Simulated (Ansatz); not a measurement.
# C₂H₆BF: up Jacob's ladder to CCSD(T)

The task here is to estimate one member of a computed series from the others.

Program: Ansatz 0.2.0, Gaussian basis. Level of theory: functionals in def2-TZVPP, the program's frozen cores in correlated methods. These are calculated values, not measurements.

The runs, in order: LDA (SPW92), PBE-D4, revPBE-D4, BLYP-D4, r2SCAN-D4, B97M-V, PBE0-D4, B3LYP-D4, r2SCANh-D4, r2SCAN0-D4, HSE06-D4, BHLYP-D4, CAM-B3LYP-D4, LC-ωPBE, ωB97X-V, ωB97M-V, B2PLYP, PBE-QIDH; CCSD(T)/def2-SVP; CCSD(T)/def2-TZVPP; MP2/def2-QZVPP; extrapolation to the limit; RPA on PBE.

**The geometry**

The geometry comes from an earlier relaxation with PBE0-D4 in a triple-zeta def2 set; it is a stationary point, not always the lowest conformer.

SMILES `CB(C)F`, 10 atoms, charge 0, spin multiplicity 1.

Atoms are counted from 1 here; the program's logs count them from 0.

Bond lengths: C1–B2 1.563 Å, C1–H5 1.092 Å, C1–H6 1.098 Å, C1–H7 1.092 Å, B2–C3 1.563 Å, B2–F4 1.337 Å, C3–H8 1.098 Å, C3–H9 1.092 Å, C3–H10 1.092 Å. Angles: B2–C1–H5 112.8°, B2–C1–H6 107.8°, B2–C1–H7 113.1°, H5–C1–H6 106.1°, H5–C1–H7 109.7°, H6–C1–H7 107.0°, C1–B2–C3 125.0°, C1–B2–F4 117.5°, C3–B2–F4 117.4°, B2–C3–H8 107.8°, B2–C3–H9 112.9°, B2–C3–H10 113.0°, H8–C3–H9 106.8°, H8–C3–H10 106.2°, H9–C3–H10 109.7°.

Geometry (Å):

```xyz
10
charge 0, multiplicity 1
C    -0.8095    0.9970   -0.5269
B    -0.1002   -0.3883   -0.3871
C     0.8892   -0.7775    0.7583
F    -0.3585   -1.3123   -1.3189
H    -0.2125    1.8196   -0.1269
H    -1.7281    0.9670    0.0744
H    -1.1066    1.2237   -1.5526
H     1.9002   -0.4872    0.4421
H     0.9144   -1.8518    0.9512
H     0.6945   -0.2414    1.6895
```

Set-up of the first run:

The input, in.yaml:

```yaml
crystal:
  periodic: [false, false, false]
  atoms:
    - {symbol: C, position_ang: [-0.809486, 0.997031, -0.526944]}
    - {symbol: B, position_ang: [-0.100150, -0.388255, -0.387129]}
    - {symbol: C, position_ang: [0.889165, -0.777457, 0.758254]}
    - {symbol: F, position_ang: [-0.358484, -1.312326, -1.318910]}
    - {symbol: H, position_ang: [-0.212489, 1.819631, -0.126924]}
    - {symbol: H, position_ang: [-1.728115, 0.967020, 0.074406]}
    - {symbol: H, position_ang: [-1.106638, 1.223727, -1.552621]}
    - {symbol: H, position_ang: [1.900229, -0.487198, 0.442067]}
    - {symbol: H, position_ang: [0.914432, -1.851820, 0.951192]}
    - {symbol: H, position_ang: [0.694536, -0.241353, 1.689510]}
basis:
  gaussian: {orbitals: def2-TZVPP}
hamiltonian: {xc: lda}
output: {orbitals: {seedname: orbitals}}
```

Run with:

```console
ansatz run in.yaml --threads 4 --pin off --events-out ev --progress --plain --max-ram 10444MiB
```

Steps of the session up to this table: LDA; PBE-D4 (GGA); revPBE-D4 (GGA); BLYP-D4 (GGA); r2SCAN-D4 (meta-GGA); B97M-V (meta-GGA); PBE0-D4 (hybrid); B3LYP-D4 (hybrid); r2SCANh-D4 (hybrid); r2SCAN0-D4 (hybrid); HSE06-D4 (hybrid); BHLYP-D4 (hybrid); CAM-B3LYP-D4 (range-separated); LC-ωPBE (range-separated); ωB97X-V (range-separated); ωB97M-V (range-separated); B2PLYP (double hybrid); PBE-QIDH (double hybrid).

One of the session's tables, all rows but one given; the rest of the session is left out.

It belongs to the step «Orbital energies across the functionals». 

| functional | HOMO (eV) | gap (eV) |
| --- | --- | --- |
| LDA (SPW92) | -7.30 | 6.10 |
| PBE-D4 | -7.17 | 6.23 |
| revPBE-D4 | -7.11 | 6.29 |
| BLYP-D4 | -7.11 | 6.29 |
| r2SCAN-D4 | -7.49 | 7.00 |
| B97M-V | -7.61 | 7.13 |
| PBE0-D4 | -8.69 | 8.82 |
| B3LYP-D4 | -8.49 | 8.35 |
| r2SCANh-D4 | -8.05 | 7.92 |
| r2SCAN0-D4 | -8.90 | 9.29 |
| HSE06-D4 | -8.28 | 8.02 |
| BHLYP-D4 | -10.16 | 11.37 |
| CAM-B3LYP-D4 | ? | ? |
| LC-ωPBE | -11.51 | 14.04 |
| ωB97X-V | -11.16 | 13.57 |
| ωB97M-V | -11.03 | 13.01 |

Q: Estimate the row for CAM-B3LYP-D4 from the others.

The run gave: HOMO (eV): -10.18; gap (eV): 11.44. In the column «HOMO (eV)» it lies between ωB97M-V (-11.03) and BHLYP-D4 (-10.16).
